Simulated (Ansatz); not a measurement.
# MgZn2O3: the cost of one run

All numbers are computed with Ansatz 0.2.0, driven from Python. Level of theory: DFT PBEsol+U, plane waves, PAW.

**1. The structure**

The structure is trigonal, space group P-3m1 (No. 164). Conventional cell: a = 3.053 Å, b = 3.053 Å, c = 7.452 Å, α = 90.00°, β = 90.00°, γ = 120.00°. Mg (site symmetry -3m) is surrounded by 6 O at 2.13 Å. Zn (site symmetry 3m) has 6 O at 2.16 to 2.17 Å in its first shell of neighbours. O (site symmetry 3m) is surrounded by 3 Mg at 2.13 Å and 3 Zn at 2.17 Å. O (site symmetry -3m) has 6 Zn at 2.16 Å in its first shell of neighbours.

The script holds or builds the structure itself.

**2. Script**

run_plus_u.py reads:

```python
# -*- coding: utf-8 -*-
"""DFT+U scan for MgZn2O3."""

import warnings

import ansatz as az
import numpy as np
from pymatgen.core import Lattice, Structure
from pymatgen.io.ase import AseAtomsAdaptor


def count_gap(report):
    # lowest empty less highest filled band, counting bands; zero where they overlap
    return max(report.get("gap_by_band_count_ev") or 0.0, 0.0)

warnings.simplefilter("ignore", az.DeckWarning)

pmg_structure = Structure(
    Lattice([(3.0526, 0.0, 0.0), (-1.5263, 2.64363, 0.0), (0.0, 0.0, 7.45204)]),
    ["Mg", "Zn", "Zn", "O", "O", "O"],
    [
        (0.0, 0.0, 0.0),
        (1 / 3, 2 / 3, 0.66842),
        (2 / 3, 1 / 3, 0.33158),
        (1 / 3, 2 / 3, 0.1607),
        (2 / 3, 1 / 3, 0.8393),
        (0.0, 0.0, 0.5),
    ],
)
xtal = az.Crystal.from_ase(AseAtomsAdaptor.get_atoms(pmg_structure))

calc = (
    xtal.calculation()
    .functional("pbesol")
    .kpoints(12, 12, 4)
    .occupations("fixed")
    .band_table()
)
rows = []
for u in [0.0, 2.0, 4.0, 6.0]:
    rep = calc.hubbard("Zn", "d", u_eff=u).run().report
    shell = rep["hubbard"]["n_scf"]
    rows.append((u, count_gap(rep), sum(shell) / len(shell), rep["n_iterations"]))
for row in rows:
    print("; ".join(f"{name} = {round(v, 4) if isinstance(v, float) else v}" for name, v in zip(["U_eff eV", "gap by band count eV", "Zn d occupation (projector)", "iterations"], row)))
print("eigenvalues of the first occupation matrix at the last U, by spin:")
for channel in rep["hubbard"]["n_eig"][0]:
    print("  ", " ".join(f"{n:.3f}" for n in channel))
```

**3. The input behind the calls**

The package turns the script's settings into the engine's input (first run):

```yaml
crystal:
  lattice:
    - [3.0526, 0.0, 0.0]
    - [-1.5263, 2.64363, 0.0]
    - [0.0, 0.0, 7.45204]
  atoms:
    - { symbol: Mg, position: [0.0, 0.0, 0.0] }
    - { symbol: Zn, position: [0.3333333333333333, 0.6666666666666666, 0.66842] }
    - { symbol: Zn, position: [0.6666666666666666, 0.3333333333333333, 0.33158] }
    - { symbol: O, position: [0.3333333333333333, 0.6666666666666666, 0.1607] }
    - { symbol: O, position: [0.6666666666666666, 0.3333333333333333, 0.8393] }
    - { symbol: O, position: [0.0, 0.0, 0.5] }
kpoints:
  mp_grid:
    grid: [12, 12, 4]
hamiltonian:
  xc: pbesol
  hubbard:
    - { species: Zn, l: d, u_eff: 0.0 }
scf:
  occupations:
    method: fixed
output:
  eigenvalues: true
```

**4. Running it**

Command:

```sh
$ python run_plus_u.py
```

Q: Estimate wall time and peak memory on 1 thread of AMD EPYC 9R45 (Zen 5), shared host.

About 10 s, with a peak of 0.58 GiB.
